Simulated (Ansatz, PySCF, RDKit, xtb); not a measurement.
# CHClGe: from the formula to a structure

Only the formula CHClGe is given. Aim: find the structure of lowest free energy at 400 K, then its properties.

The funnel: GFN2-xTB relaxations, single points with a density functional, relaxations at r2SCAN-D4/def2-TZVP, harmonic vibrations, and a last energy at a higher level. All values are calculated.

7 further runs of the same task are left out: 7 set aside as unsound or not needed.

## (1) Drawing up candidates

A program enumerates the bonding patterns with one Lewis structure each (two rings at most, one unusual centre or charged pair), with their diastereomers. O–O, O–halogen and N–halogen bonds and N–N–N chains are not drawn. That gives 5 candidates.

| label | SMILES | spin |
| --- | --- | --- |
| c143 | Cl[CH]=[Ge] | singlet |
| c335 | Cl[CH]=[Ge] | triplet |
| c580 | Cl[C]#[GeH] | singlet |
| c600 | [CH]#[Ge][Cl] | singlet |
| c693 | [C+]#[GeH-][Cl] | singlet |

Candidates are built by distance geometry, with a force field where one applies, in up to four conformers (letters a to d). 16 starts with atoms placed at random are added, to find patterns that the rules miss.

Q: Predict the outcome of this search (final energies at CCSD(T)/def2-TZVPP).

| quantity | value |
| --- | --- |
| lowest structure found | Cl[CH]=[Ge], singlet, Cs |
| next finalist | [CH]#[Ge][Cl], singlet, 12.6 kcal/mol higher in G |
| share at equilibrium, among the finalists | 100.0 % |
| harmonic wavenumbers, lowest and highest (r2SCAN-D4/def2-TZVP) | 60 and 3194 cm⁻¹ |
| rotational constants, same geometry | 1.018, 0.08577, 0.07911 cm⁻¹ |
| dipole moment (PBE0/def2-TZVPD) | 1.61 D |
| HOMO energy (PBE0/def2-TZVPD) | -6.10 eV |
| LUMO energy (PBE0/def2-TZVPD) | -2.84 eV |
| HOMO–LUMO gap (PBE0/def2-TZVPD) | 3.25 eV |
| lowest excitation (TD-CAM-B3LYP/def2-SVPD) | 1.71 eV (f = 0.001) |
| strongest of the states computed, same level | 4.33 eV (f = 0.142) |
| lowest triplet excitation, same level, Tamm-Dancoff | 1.34 eV |
| vertical ionisation energy | 8.14 eV |
| vertical electron affinity | 1.02 eV |
| vertical triplet less singlet | +1.21 eV |

`Cl[CH]=[Ge]` comes out lowest. Among the finalists first place is clear (12.6 kcal/mol); structures outside the list aren't covered. r2SCAN-D4/def2-TZVP and MP2/def2-TZVPP already put its bonding pattern lowest among the structures in one piece; HF/def2-TZVPP favours the triplet [Cl][CH][Ge] ‡. A large T1 diagnostic among the finalists warns that one reference determinant may not suffice. It concerns: the finalist [CH]#[Ge][Cl] (singlet). Lowest found is not proven lowest: the search is finite, and each finalist counts with one conformer.

‡ marks the bonded skeleton alone, with all bonds drawn single: no Lewis structure was assigned that passes a check against the bond lengths.
